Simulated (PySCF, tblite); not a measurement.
**CH₈B₂GeO₂: geometry, infrared bands and NMR shifts**

Wanted: the infrared bands and NMR shifts of CH₈B₂GeO₂ (`CBOB[O][GeH3]`), by calculation.

Programs: tblite 0.8.0 and PySCF 2.14.0, with density-fitted response routines of our own. Each step states its level of theory. These are calculated values for one molecule in the gas phase, unless marked as measured. Atoms are numbered from 0 throughout.

### 1 The molecule as given

14 atoms, charge 0, multiplicity 1; geometry from: force field or distance geometry start.

Bonds of the start (Å): C0–B1 1.61, B1–O2 1.45, O2–B3 1.46, B3–O4 1.46, O4–Ge5 1.79, C0–H6 1.12, C0–H7 1.12, C0–H8 1.11, B1–H9 1.18, B3–H10 1.18, Ge5–H11 1.56, Ge5–H12 1.57, Ge5–H13 1.54.

### 2 Optimising the geometry with GFN2-xTB

What the job is given:

```
{"job": {"kind": "relax", "xc": "GFN2-xTB", "basis": "xTB"}, "charge": 0, "multiplicity": 1}
C      2.312300    -0.534900     0.883800
B      1.790000     0.547500    -0.184500
O      0.402800     0.959200    -0.032300
B     -0.433700     0.539000    -1.152800
O     -1.311700    -0.615700    -1.010400
Ge    -2.775300    -0.270600    -0.040300
H      1.530600    -0.655000     1.673900
H      3.226500    -0.181600     1.422000
H      2.441100    -1.531700     0.413500
H      2.550000     1.411500    -0.463100
H     -0.127700     0.906900    -2.229900
H     -3.862200    -1.268500    -0.546300
H     -2.519700    -0.495300     1.494400
H     -3.223700     1.188900    -0.250200
```

Run with:

```console
$ OMP_NUM_THREADS=1 python probes_run.py task.json out
```

This one command runs all jobs of the session in turn.

**Question.** This job is followed by: GFN2-xTB harmonic vibrations, gas phase; GIAO PBE0/pcSseg-1 NMR shielding, non-relativistic, gas phase. What will the session give for the following? strongest single infrared mode (GFN2-xTB); zero-point energy (GFN2-xTB); ¹³C shifts against TMS (PBE0/pcSseg-1); ¹H shifts against TMS (PBE0/pcSseg-1, means over atoms taken as alike); ¹¹B shifts against BF3·OEt2 (PBE0/pcSseg-1); ¹⁷O shifts against H2O (PBE0/pcSseg-1); ⁷³Ge shifts against GeMe4 (PBE0/pcSseg-1).

As calculated:

```
                                                              quantity                       value
                             strongest single infrared mode (GFN2-xTB)       1547 cm⁻¹, 676 km/mol
                                          zero-point energy (GFN2-xTB)               57.3 kcal/mol
                                ¹³C shifts against TMS (PBE0/pcSseg-1)                    11.7 ppm
¹H shifts against TMS (PBE0/pcSseg-1, means over atoms taken as alike)  5.57, 5.02, 4.59, 0.55 ppm
                           ¹¹B shifts against BF3·OEt2 (PBE0/pcSseg-1)              43.8, 18.8 ppm
                                ¹⁷O shifts against H2O (PBE0/pcSseg-1)             273.6, 93.1 ppm
                             ⁷³Ge shifts against GeMe4 (PBE0/pcSseg-1)                    -104 ppm
```

In words: The optimisation took 121 steps and gained 2.056 eV; among the close pairs (by a distance rule), B1–O2 changed most, from 1.455 to 1.307 Å. All 36 modes are real, so the xTB geometry is a minimum. The strongest single mode, at 1547 cm⁻¹, moves mainly O2. Unscaled tight-binding wavenumbers are off by several per cent, some by more. Its intensities can rank the bands wrongly. At PBE0/pcSseg-1: The widest tensor belongs to Ge5: span 309 ppm, with a paramagnetic part of -1322 ppm. Spin-orbit coupling is left out, which matters for shieldings and couplings at and beside the heavy atoms.
